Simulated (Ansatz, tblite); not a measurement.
# As(iPr)3 (C9H21As): one state, many levels

Aim: run the singlet of As(iPr)3 (C9H21As) at one geometry on many levels, and compare frontier levels, spin and run time.

Program: Ansatz 0.2.0, Gaussian basis. Level of theory: as each input shows. These are calculated values, not measurements.

Levels to be run: GFN1-xTB, GFN2-xTB, PBE-D4/def2-TZVP, r2SCAN-D4/def2-TZVP, HF/def2-TZVP, revPBE-D4/def2-TZVP, PBE-D4/def2-SVP, PBE0-D4/def2-SVP, HF/STO-3G, HF/6-31G, B3LYP-D4/6-31G, MP2/def2-SVP.

2 further runs of the same task are left out: 2 set aside as unsound or not needed.

## 1. The relaxed structure

The geometry is that of the singlet, from an earlier relaxation (PBE-D4/def2-SVP).

31 atoms, charge 0, spin multiplicity 1.

Bond lengths: As1–C2 2.033 Å, As1–C12 2.033 Å, As1–C22 2.033 Å, C2–C3 1.533 Å, C2–C4 1.530 Å, C2–H5 1.112 Å, C3–H6 1.107 Å, C3–H7 1.110 Å, C3–H8 1.112 Å, C4–H9 1.112 Å, C4–H10 1.107 Å, C4–H11 1.111 Å, C12–C13 1.533 Å, C12–C14 1.530 Å, C12–H15 1.112 Å, C13–H16 1.107 Å, C13–H17 1.110 Å, C13–H18 1.112 Å and more. Angles: C2–As1–C12 98.8°, C2–As1–C22 98.8°, C12–As1–C22 98.7°, As1–C2–C3 108.3°, As1–C2–C4 113.6°, As1–C2–H5 106.0°, C3–C2–C4 110.4°, C3–C2–H5 109.7°, C4–C2–H5 108.6°, C2–C3–H6 112.9°, C2–C3–H7 110.7°, C2–C3–H8 110.8°, H6–C3–H7 107.2°, H6–C3–H8 107.5°, H7–C3–H8 107.4°, C2–C4–H9 110.0°, C2–C4–H10 113.0°, C2–C4–H11 111.7° and more.

PBE0-D4/def2-TZVP was run before; its log isn't repeated, and its numbers join the tables.

## 2. GFN1-xTB

Tight binding, by tblite at 300 K electronic temperature and without a spin-polarisation term:

```python
tblite.interface.Calculator('GFN1-xTB', numbers, positions, charge=0, uhf=0).singlepoint()
```

Energy -890.4374 eV, HOMO -10.94 eV, LUMO -5.59 eV; 0.11 s.

## 3. GFN2-xTB

Tight binding, by tblite at 300 K electronic temperature and without a spin-polarisation term:

```python
tblite.interface.Calculator('GFN2-xTB', numbers, positions, charge=0, uhf=0).singlepoint()
```

Energy -879.5713 eV, HOMO -9.71 eV, LUMO -3.65 eV; 0.043 s.

## 4. PBE-D4/def2-TZVP

start.molden holds the orbitals of an earlier run on this state, given as this run's starting guess.

Contents of in.yaml:

```yaml
crystal:
  periodic: [false, false, false]
  atoms:
    - {symbol: As, position_ang: [0.026824, -0.004062, 0.773800]}
    - {symbol: C, position_ang: [1.772894, 0.060373, -0.265355]}
    - {symbol: C, position_ang: [2.802372, -0.807467, 0.467447]}
    - {symbol: C, position_ang: [2.315480, 1.476633, -0.465053]}
    - {symbol: H, position_ang: [1.553232, -0.379386, -1.263145]}
    - {symbol: H, position_ang: [2.454935, -1.846339, 0.627601]}
    - {symbol: H, position_ang: [3.035141, -0.381024, 1.466032]}
    - {symbol: H, position_ang: [3.755204, -0.857655, -0.103612]}
    - {symbol: H, position_ang: [3.290430, 1.438377, -0.998315]}
    - {symbol: H, position_ang: [1.640972, 2.117904, -1.065217]}
    - {symbol: H, position_ang: [2.500230, 1.985567, 0.504989]}
    - {symbol: C, position_ang: [-0.948229, 1.514236, -0.163039]}
    - {symbol: C, position_ang: [-0.678078, 2.811311, 0.608043]}
    - {symbol: C, position_ang: [-2.453803, 1.281301, -0.301724]}
    - {symbol: H, position_ang: [-0.504248, 1.582834, -1.180655]}
    - {symbol: H, position_ang: [0.401433, 3.025782, 0.727341]}
    - {symbol: H, position_ang: [-1.117873, 2.761042, 1.626490]}
    - {symbol: H, position_ang: [-1.136770, 3.681735, 0.089870]}
    - {symbol: H, position_ang: [-2.932373, 2.163303, -0.780662]}
    - {symbol: H, position_ang: [-2.700039, 0.399191, -0.924320]}
    - {symbol: H, position_ang: [-2.941067, 1.149940, 0.687949]}
    - {symbol: C, position_ang: [-0.847689, -1.569219, -0.185384]}
    - {symbol: C, position_ang: [-2.062905, -2.018059, 0.634230]}
    - {symbol: C, position_ang: [0.096653, -2.747931, -0.427838]}
    - {symbol: H, position_ang: [-1.183638, -1.176221, -1.170203]}
    - {symbol: H, position_ang: [-2.779461, -1.196694, 0.828247]}
    - {symbol: H, position_ang: [-1.744980, -2.416757, 1.620727]}
    - {symbol: H, position_ang: [-2.616090, -2.827936, 0.110196]}
    - {symbol: H, position_ang: [-0.453988, -3.581511, -0.915995]}
    - {symbol: H, position_ang: [0.949136, -2.491155, -1.086460]}
    - {symbol: H, position_ang: [0.506286, -3.148141, 0.524044]}
basis:
  gaussian: {orbitals: def2-TZVP, initial_orbitals: start.molden}
hamiltonian: {xc: pbe, dispersion: d4}
scf: {omitted_lower_state_checks: [starts]}
output: {forces: true, orbitals: {seedname: orbitals}}
```

On the command line:

```sh
$ ansatz run in.yaml --threads 6 --pin off --events-out ev --progress --plain --max-ram 7833MiB
```

Further steps of the session: r2SCAN-D4/def2-TZVP; HF/def2-TZVP; revPBE-D4/def2-TZVP; PBE-D4/def2-SVP; PBE0-D4/def2-SVP; HF/STO-3G; HF/6-31G; B3LYP-D4/6-31G; MP2/def2-SVP.

**Question.** What will the summary of the whole plan be? Wanted: gap in def2-TZVP, named functionals and Hartree-Fock, smallest and largest; correlation energy, MP2/def2-SVP; binding an atom, functionals in def2-TZVP; PBE0 total energy, smallest basis above largest.

The runs gave:

| quantity | value |
| --- | --- |
| gap in def2-TZVP, named functionals and Hartree-Fock, smallest and largest | 5.14 eV (PBE-D4), 12.23 eV (HF) |
| correlation energy, MP2/def2-SVP | -42.55 eV |
| binding an atom, functionals in def2-TZVP | 4.01 (revPBE-D4) to 4.09 eV (PBE-D4) |
| PBE0 total energy, smallest basis above largest | 17.64 eV (def2-SVP, def2-TZVP) |

Orbital gaps of the named functionals and Hartree-Fock in def2-TZVP span 5.14 eV (PBE-D4) to 12.23 eV (HF); exact exchange widens it.
